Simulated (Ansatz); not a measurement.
**CH6FNOSi: up Jacob's ladder to CCSD(T)**

One table from this session's results is given with a row withheld; the runs are named, their logs left out.

The runs use Ansatz 0.2.0, Gaussian basis; functionals in def2-TZVPP, the program's frozen cores in correlated methods.

Levels to be run: PBE-D4, r2SCAN-D4, PBE0-D4, B3LYP-D4, ωB97X-V, ωB97M-V, B2PLYP; CCSD(T)/def2-TZVPP; MP2/def2-QZVPP; extrapolation to the limit.

## The relaxed structure

An earlier PBE0-D4 in a triple-zeta def2 set relaxation fixed the geometry.

SMILES `NC(F)O[SiH3]`, 11 atoms, charge 0, spin multiplicity 1.

Atoms are counted from 1 here; the program's logs count them from 0.

Bond lengths: N1–C2 1.398 Å, N1–H6 1.012 Å, N1–H7 1.010 Å, C2–F3 1.415 Å, C2–O4 1.367 Å, C2–H8 1.096 Å, O4–Si5 1.661 Å, Si5–H9 1.482 Å, Si5–H10 1.480 Å, Si5–H11 1.487 Å. Angles: C2–N1–H6 111.1°, C2–N1–H7 111.8°, H6–N1–H7 110.6°, N1–C2–F3 112.5°, N1–C2–O4 109.5°, N1–C2–H8 110.8°, F3–C2–O4 107.4°, F3–C2–H8 104.0°, O4–C2–H8 112.6°, C2–O4–Si5 123.4°, O4–Si5–H9 111.8°, O4–Si5–H10 104.9°, O4–Si5–H11 109.6°, H9–Si5–H10 110.0°, H9–Si5–H11 109.7°, H10–Si5–H11 110.7°.

Set-up of the first run:

The input, in.yaml:

```yaml
crystal:
  periodic: [false, false, false]
  atoms:
    - {symbol: N, position_ang: [-0.144038, -1.360107, 1.536253]}
    - {symbol: C, position_ang: [0.302120, -0.710879, 0.381382]}
    - {symbol: F, position_ang: [-0.130753, -1.354105, -0.802105]}
    - {symbol: O, position_ang: [-0.189118, 0.564484, 0.355913]}
    - {symbol: Si, position_ang: [-0.073723, 1.562198, -0.966603]}
    - {symbol: H, position_ang: [-1.151681, -1.310560, 1.615939]}
    - {symbol: H, position_ang: [0.167635, -2.320031, 1.570802]}
    - {symbol: H, position_ang: [1.396065, -0.741783, 0.315149]}
    - {symbol: H, position_ang: [-1.091671, 1.236830, -1.993046]}
    - {symbol: H, position_ang: [-0.305844, 2.924622, -0.436434]}
    - {symbol: H, position_ang: [1.286407, 1.452332, -1.556651]}
basis:
  gaussian: {orbitals: def2-TZVPP}
hamiltonian: {xc: pbe, dispersion: d4}
output: {forces: true, orbitals: {seedname: orbitals}}
```

Run with:

```
> ansatz run in.yaml --threads 4 --pin off --events-out ev --progress --plain --max-ram 10444MiB
```

Among the steps run: PBE-D4 (GGA); r2SCAN-D4 (meta-GGA); PBE0-D4 (hybrid); B3LYP-D4 (hybrid); ωB97X-V (range-separated); ωB97M-V (range-separated); B2PLYP (double hybrid); CCSD(T) in def2-TZVPP; MP2 in def2-QZVPP.

One table of the session follows, with a row left open; its other results are not shown here.

It belongs to the step «Atomisation energies». 

| method | atomisation energy (kcal/mol) |
| --- | --- |
| PBE-D4 | 955.6 |
| r2SCAN-D4 | 937.6 |
| PBE0-D4 | 933.5 |
| B3LYP-D4 | 938.6 |
| ωB97X-V | 944.5 |
| ωB97M-V | 942.9 |
| B2PLYP | 928.4 |
| HF/def2-TZVPP | 656.3 |
| MP2/def2-TZVPP | 928.1 |
| CCSD/def2-TZVPP | 897.5 |
| CCSD(T)/def2-TZVPP | 911.8 |
| MP2/CBS | 956.2 |
| CCSD(T)/CBS | ? |

Q: Estimate the row for CCSD(T)/CBS from the others.

**Answer.** atomisation energy (kcal/mol): 939.9. In the column «atomisation energy (kcal/mol)» it lies between B3LYP-D4 (938.6) and ωB97M-V (942.9).

To keep in mind: Free atoms (1 N, 1 C, 1 F, 1 O, 1 Si, 6 H) were run apart at each level; the atomisation energy is their sum less the molecule, without zero-point or spin-orbit terms.
